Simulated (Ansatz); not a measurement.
# Ca4F: the cost of one run

Method: DFT PBE, scalar-relativistic, plane waves, PAW, in Ansatz 0.2.0.

## Step 1: The structure to begin with

Symmetry: Pm-3m, No. 221, cubic system. The conventional cell has a = 4.795 Å, b = 4.795 Å, c = 4.795 Å, α = 90.00°, β = 90.00°, γ = 90.00°. Ca (site symmetry m-3m) has 12 Ca at 3.39 Å as nearest neighbours. Ca (site symmetry 4/mmm) has 2 F at 2.40 Å as nearest neighbours. F (site symmetry m-3m) has 6 Ca at 2.40 Å as nearest neighbours.

Structure file:

```
Ca F
1.0
     4.79510    0.00000    0.00000
     0.00000    4.79510    0.00000
     0.00000    0.00000    4.79510
Ca F
4 1
Direct
  0.00000 0.00000 0.00000
  0.50000 0.50000 0.00000
  0.50000 0.00000 0.50000
  0.00000 0.50000 0.50000
  0.50000 0.50000 0.50000
```

Recipe of the guess: species swapped into a database cell of Mn4N (Pm-3m, No. 221). Its size is a rough estimate.

## Step 2: A first look at the guess

Contents of input.yaml:

```yaml
crystal:
  lattice:
    - [4.7950964, 0.0, 0.0]
    - [0.0, 4.7950964, 0.0]
    - [0.0, 0.0, 4.7950964]
  atoms:
    - { symbol: Ca, position: [0.0, 0.0, 0.0] }
    - { symbol: Ca, position: [0.5, 0.5, 0.0] }
    - { symbol: Ca, position: [0.5, 0.0, 0.5] }
    - { symbol: Ca, position: [0.0, 0.5, 0.5] }
    - { symbol: F, position: [0.5, 0.5, 0.5] }
basis:
  ecutwfc: 420
kpoints:
  mp_grid: { grid: [4, 4, 4] }
hamiltonian:
  xc: pbe
scf:
  occupations: { method: gaussian, width: 0.1 }
  lower_state_search: "off"
output:
  forces: true
  stress: true
  eigenvalues: true
```

Launch:

```
ansatz run input.yaml --threads 1 --pin off --max-ram 2048MiB --backend cpu --events-out ev --progress --plain --runs-dir out
```

Q: Estimate wall time and peak memory on 1 thread of Intel Xeon 6975P-C (Granite Rapids), shared host.

About 1 s, with a peak of 0.36 GiB.
